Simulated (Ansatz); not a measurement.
# CrSBr: the cost of one run

Computed with Ansatz 0.2.0 (DFT PBEsol+U (U_eff = 7 eV on Cr d), plane waves, PAW, unless a step's input says otherwise).

## 1. The structure to begin with

Symmetry: Pmmn, No. 59, orthorhombic system. Conventional cell: a = 3.540 Å, b = 4.755 Å, c = 8.394 Å, α = 90.00°, β = 90.00°, γ = 90.00°. Around Br (site symmetry mm2) lie 2 Cr at 2.51 Å. Around Cr (site symmetry mm2) lie 4 S at 2.39 to 2.42 Å and 2 Br at 2.51 Å. S (site symmetry mm2) has 4 Cr at 2.39 to 2.42 Å as nearest neighbours.

Coordinates:

```cif
data_structure
_symmetry_space_group_name_H-M 'P 1'
_symmetry_Int_Tables_number 1
_cell_length_a 3.5405
_cell_length_b 4.7555
_cell_length_c 8.3940
_cell_angle_alpha 90.000
_cell_angle_beta 90.000
_cell_angle_gamma 90.000
_cell_volume 141.33
loop_
_atom_site_label
_atom_site_type_symbol
_atom_site_fract_x
_atom_site_fract_y
_atom_site_fract_z
_atom_site_occupancy
Br1 Br 0.00000 0.00000 0.66596 1
Br2 Br 0.50000 0.50000 0.33404 1
Cr1 Cr 0.50000 0.00000 0.87874 1
Cr2 Cr 0.00000 0.50000 0.12126 1
S1 S 0.50000 0.50000 0.92950 1
S2 S 0.00000 0.00000 0.07050 1
```

## 2. Ferromagnetic start, free, symmetry kept, no search

File input.yaml:

```yaml
crystal:
  lattice:
    - [3.54045593, 0.0, 0.0]
    - [0.0, 4.75547156, 0.0]
    - [0.0, 0.0, 8.39404184]
  atoms:
    - { symbol: Br, position: [0.0, 0.0, 0.66595786] }
    - { symbol: Br, position: [0.5, 0.5, 0.33404214] }
    - { symbol: Cr, position: [0.5, 0.0, 0.8787434], spin: 3.0 }
    - { symbol: Cr, position: [0.0, 0.5, 0.1212566], spin: 3.0 }
    - { symbol: S, position: [0.5, 0.5, 0.92950143] }
    - { symbol: S, position: [0.0, 0.0, 0.07049857] }
basis:
  ecutwfc: 420
  ecutrho_ratio: 4
kpoints:
  mp_grid: { grid: [5, 4, 3] }
hamiltonian:
  xc: pbesol
  hubbard:
    sites: [{ site: 2, l: d, u_eff: 7.0 }, { site: 3, l: d, u_eff: 7.0 }]
scf:
  occupations: { method: gaussian, width: 0.05 }
  lower_state_search: "off"
  max_iter: 150
output:
  forces: true
  stress: true
  eigenvalues: true
  populations: true
  hubbard: { sites: [{ site: 2, l: d }, { site: 3, l: d }] }
magnetization:
  spin_polarized: true
```

Started as:

```console
> ansatz run input.yaml --threads 4 --pin off --max-ram 6144MiB --backend cpu --events-out ev --progress --plain --runs-dir out
```

What time and memory should one allow on 4 threads of Arm Neoverse V1, shared host?

About 6.4 s, with a peak of 0.6 GiB.
